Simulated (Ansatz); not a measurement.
# BSiGe (doublet): the correlation ladder, cc-pVDZ

An exercise on one series of results from a longer session: the logs are not shown, and one member is left open.

Computed with Ansatz 0.2.0, Gaussian basis. Level: cc-pVDZ, core rule «outside noble gas», up to 20 orbitals frozen.

The runs, in order: UHF; CCSD(T) on ROHF; CCSD(T) on UHF; BCCD(T) on ROHF; CISD; CCSDT(Q) on ROHF; CCSDT(Q) on UHF; CASSCF and MRCISD+Q, 9 electrons in 9 orbitals; CASSCF and NEVPT4(SD), 9 electrons in 9 orbitals; CASSCF and NEVPT2, 9 electrons in 9 orbitals.

21 further runs of the same task are left out: 8 that didn't finish, 13 set aside as unsound or not needed.

### The geometry

The geometry is a PBE0/def2-TZVP stationary point (not a proven minimum). No spin-orbit coupling is included. The filled d shell of Ge may be among the frozen orbitals whatever the setting's name suggests; the logs give the count.

3 atoms, charge 0, spin multiplicity 2.

Atoms are counted from 1 here; the program's logs count them from 0.

Bond lengths: Ge1–B2 1.930 Å, Ge1–Si3 2.495 Å, B2–Si3 1.836 Å. Angles: B2–Ge1–Si3 46.9°, Ge1–B2–Si3 83.0°, Ge1–Si3–B2 50.1°.

Set-up of the first run:

The input, in.yaml:

```yaml
crystal:
  periodic: [false, false, false]
  atoms:
    - {symbol: Ge, position_ang: [0.000000, -0.086054, 0.763499]}
    - {symbol: B, position_ang: [0.000000, 1.232394, -0.645353]}
    - {symbol: Si, position_ang: [0.000000, -0.251817, -1.726289]}
basis:
  gaussian: {orbitals: cc-pVDZ}
magnetization: {spin_polarized: true, initial_magnetization: 1}
hamiltonian: {xc: hf}
output: {orbitals: {seedname: orbitals}}
```

The run is started by

```sh
ansatz run in.yaml --threads 1 --pin off --events-out ev --progress --plain --max-ram 2393MiB
```

Steps of the session up to this table: UHF; CCSD(T) on ROHF; CCSD(T) on UHF; BCCD(T) on ROHF; CISD; CCSDT(Q) on ROHF; CCSDT(Q) on UHF; CASSCF and MRCISD+Q, 9 electrons in 9 orbitals; CASSCF and NEVPT4(SD), 9 electrons in 9 orbitals; CASSCF and NEVPT2, 9 electrons in 9 orbitals.

One of the session's tables, all rows but one given; the rest of the session is left out.

| method | from RCCSDT(Q) (meV) |
| --- | --- |
| ROHF | +8067.6 |
| RMP2 | +1209.6 |
| UMP2 | +1673.0 |
| CISD | +1566.5 |
| RCCSD | +678.4 |
| UCCSD | +683.5 |
| RCCSD(T) | +87.7 |
| UCCSD(T) | +125.1 |
| BCCD(T) | +85.3 |
| RCCSDT | +68.1 |
| UCCSDT | +64.1 |
| RCCSDT(Q) | 0 |
| UCCSDT(Q) | -9.1 |
| CASSCF frontier | +5268.8 |
| NEVPT2 frontier | ? |
| NEVPT4(SD) frontier | +105.2 |
| MRCISD frontier | +603.0 |
| MRCISD+Q frontier | +60.7 |

Estimate the missing values for NEVPT2 frontier.

**Answer.** from RCCSDT(Q) (meV): +1008.8. In the column «from RCCSDT(Q) (meV)» it lies between UCCSD (+683.5) and RMP2 (+1209.6).

Among the levels timed on like hardware and quicker than the yardstick, those that no quicker one beats, quickest first: CISD (7 s, +1566.5 meV); NEVPT2 frontier (15 s, +1008.8 meV); NEVPT4(SD) frontier (18 s, +105.2 meV); MRCISD+Q frontier (18 s, +60.7 meV).

Left out of the table: UHF (another determinant or state than the rows shown).

Limits of these values: The determinant is far from a pure spin state, so its energy mixes those of several spin states (harmless only where they are near-degenerate, as at dissociation). Warnings: spin contamination; coupled cluster took another determinant than the lowest; large T1 diagnostic. Restricted and unrestricted rows rest on different reference determinants; where their highest levels disagree by more than a few hundredths of an eV, they describe different states and don't form one ladder.
